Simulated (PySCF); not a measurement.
# C3H2BrF3O: the cost of one run

Computed with PySCF 2.14.0 and routines of our own; the level stands in each step. Atoms count from 0.

## (1) The system as given

10 atoms, charge 0, multiplicity 1; geometry from: GFN2-xTB.

## (2) Magnetic properties: GIAO B3LYP/pcSseg-1

The job: settings as JSON, then the geometry in Å.

```
{"job": {"kind": "mag", "xc": "B3LYP", "basis": "pcSseg-1", "isotopologues": 2}, "charge": 0, "multiplicity": 1}
O      1.086840     1.749042    -0.093573
C      1.234552     0.583170    -0.066000
Br     3.037129    -0.179410    -0.131200
C      0.211452    -0.510821     0.017512
C     -1.212073     0.040045     0.036350
F     -2.098782    -0.963754     0.103245
F     -1.499863     0.737853    -1.063613
F     -1.439963     0.827919     1.088127
H      0.315852    -1.181937    -0.840467
H      0.373740    -1.097454     0.927090
```

Method: GIAO B3LYP/pcSseg-1 magnetisability, rotational g tensor and spin-rotation constants, non-relativistic, gas phase.

The run is started by

```sh
$ OMP_NUM_THREADS=1 python excited_run.py task.json out
```

This one command runs all jobs of the session in turn.

**Question.** How long does this first job take on 1 thread of Arm Neoverse V1, shared host, and how much memory does it need?

About 35 s, with a peak of 0.85 GiB.
